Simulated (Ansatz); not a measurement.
The system is Te2Au.

```
Au Te
1.0
     3.59735   -2.20730    0.00000
     3.59735    2.20730    0.00000
    -0.00336    0.00000    5.07030
Au Te
1 2
Direct
  0.00000 0.00000 0.00000
  0.31065 0.31065 0.71167
  0.68935 0.68935 0.28833
```

| Item | Value |
| --- | --- |
| Program | Ansatz 0.2.0 |
| Task | relaxation of cell and atoms |
| Functional | RPBE |
| Potentials or basis | Ansatz PAW |
| Cutoff | 420 eV (not typed: the program's choice for these potentials) |
| k mesh | 7 × 7 × 5 |
| Occupations | fermi-dirac, width 0.05 eV |
| Spin | no spin polarisation |

At the start: volume 26.84 Å³/atom.

Task: How do energy, volume and symmetry change on relaxing?

Result: It ends after 7 steps and the volume is 28.12 Å³/atom (+4.8 %); space group C2/m (No. 12, to 0.05 Å).

The path:
```csv
step,energy change (eV),largest force (eV/Å),volume (Å³)
1,0.0000,0.3262,80.52
2,-0.0471,0.1346,87.21
3,-0.0651,0.0160,85.03
4,-0.0685,0.0160,84.18
5,-0.0688,0.0170,84.31
6,-0.0689,0.0052,84.35
7,-0.0696,0.0052,84.35
```

Final structure:
```
Au Te
1.0
     3.75820   -2.13733    0.04173
     3.75820    2.13733    0.04173
     0.05531    0.00000    5.25092
Au Te
1 2
Direct
  0.00000 0.00000 0.00000
  0.30638 0.30638 0.70922
  0.69362 0.69362 0.29078
```

Caveat: the plane-wave basis is chosen anew once the cell has moved, so the energies of steps on either side of that aren't comparable; the PAW data sets come from PBE, with cores solved anew for the run's functional, which leaves a small shift of forces and pressure.
